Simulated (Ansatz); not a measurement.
BaGaGeH:

```
Ba Ge Ga H
1.0
     4.33440    0.00000    0.00000
    -2.16720    3.75370    0.00000
     0.00000    0.00000    5.18950
Ba Ge Ga H
1 1 1 1
Direct
  0.00000 0.00000 0.00000
  0.33333 0.66667 0.44370
  0.66667 0.33333 0.54320
  0.66667 0.33333 0.87300
```

| Quantity | Value |
| --- | --- |
| Program | Ansatz 0.2.0 |
| Task | relaxation of cell and atoms |
| Functional | PBE |
| Potentials or basis | Ansatz PAW |
| Cutoff | 420 eV (not typed: the program's choice for these potentials) |
| k mesh | 7 × 7 × 5 |
| Occupations | fermi-dirac, width 0.05 eV |
| Spin | no spin polarisation |

At the start: volume 21.11 Å³/atom.

Problem. Where does the relaxation end?

Solution. It ends after 7 steps and the volume is 21.67 Å³/atom (+2.7 %); space group P3m1 (No. 156, to 0.05 Å).

Step by step:
```
step  energy change (eV)  largest force (eV/Å)  volume (Å³)
   1              0.0000                0.1819        84.43
   2             -0.0099                0.1342        86.72
   3             -0.0114                0.0668        86.43
   4             -0.0116                0.0516        86.88
   5             -0.0122                0.0163        86.92
   6             -0.0124                0.0030        86.69
   7             -0.0130                0.0029        86.69
```

Final structure:
```
Ba Ge Ga H
1.0
     4.37324    0.00000    0.00000
    -2.18662    3.78734    0.00000
     0.00000    0.00000    5.23391
Ba Ge Ga H
1 1 1 1
Direct
  0.00000 0.00000 0.99580
  0.33333 0.66667 0.44014
  0.66667 0.33333 0.54487
  0.66667 0.33333 0.87908
```

Caveat: the plane-wave basis is chosen anew once the cell has moved, so the energies of steps on either side of that aren't comparable.
